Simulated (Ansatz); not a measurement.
**Os: squeezing one contact**

The task here is to estimate one member of a computed series from the others.

Computed with Ansatz 0.2.0 (DFT r²SCAN, with the methods named in each step, unless a step's input says otherwise).

3 further runs of the same task are left out: 3 that didn't finish.

**The system as given**

Symmetry: P6_3/mmc, No. 194, hexagonal system. The conventional cell has a = 2.734 Å, b = 2.734 Å, c = 4.320 Å, α = 90.00°, β = 90.00°, γ = 120.00°. Os (site symmetry -6m2) is surrounded by 12 Os at 2.68 to 2.73 Å.

As a file:

```cif
data_structure
_symmetry_space_group_name_H-M 'P 1'
_symmetry_Int_Tables_number 1
_cell_length_a 2.7341
_cell_length_b 2.7341
_cell_length_c 4.3197
_cell_angle_alpha 90.000
_cell_angle_beta 90.000
_cell_angle_gamma 120.000
_cell_volume 27.96
loop_
_atom_site_label
_atom_site_type_symbol
_atom_site_fract_x
_atom_site_fract_y
_atom_site_fract_z
_atom_site_occupancy
Os1 Os 0.33333 0.66667 0.25000 1
Os2 Os 0.66667 0.33333 0.75000 1
```

Atoms are numbered in the order of the input: Os1, Os2.

The first run:

input.yaml

```yaml
crystal:
  lattice:
    - [2.7341, 0.0, 0.0]
    - [-1.36705, 2.3678000565, 0.0]
    - [0.0, 0.0, 4.3197]
  atoms:
    - { symbol: Os, position: [0.3333333333, 0.6666666667, 0.25] }
    - { symbol: Os, position: [0.6666666667, 0.3333333333, 0.75] }
kpoints:
  mp_grid: { grid: [13, 13, 7] }
scf:
  occupations: { method: fermi_dirac, width: 0.05 }
hamiltonian:
  xc: r2scan
  pseudopotentials: { kind: paw }
output:
  forces: true
  stress: true
  eigenvalues: true
  efg: { contact_densities: true }
  populations: true
```

Command:

```
> ansatz run input.yaml --threads 1 --pin off --max-ram 2048MiB --backend cpu --events-out ev --progress --plain --runs-dir out
```

Among the steps run: Shortest bond scaled by 1, PAW; Shortest bond scaled by 0.88, PAW; Shortest bond scaled by 0.76, PAW; Shortest bond scaled by 0.7, PAW; Shortest bond scaled by 0.58, PAW; Shortest bond scaled by 0.58, PAW (source ansatz).

One table of the session follows, with a row left open; its other results are not shown here.

```
             method  length (Å)  F from the given length (eV/cell)  force along the bond (eV/Å)  pressure (GPa)  largest force (eV/Å)
                PAW       1.552                             27.439                      113.507          431.89               113.740
                PAW       1.873                              7.971                       28.778          153.81                29.251
                PAW       2.033                              4.285                       18.114           89.04                18.743
                PAW       2.354                                  ?                            ?               ?                     ?
                PAW       2.675                              0.000                        0.000            0.81                 0.000
PAW (source ansatz)       1.552                                  –                      109.643          422.34               109.895
```

**Question.** Estimate the row for PAW, 2.354.

As computed: F from the given length (eV/cell): 0.803; force along the bond (eV/Å): 5.444; pressure (GPa): 20.53; largest force (eV/Å): 5.683. In the column «F from the given length (eV/cell)» it lies between PAW, 2.675 (0.000) and PAW, 2.033 (4.285).

Caveats from the session: Spin-orbit coupling is left out, though the cell holds Os; in elements this heavy it can shift bands and gaps by tenths of an eV. Warnings in the runs' records: gradients without spin orbit.
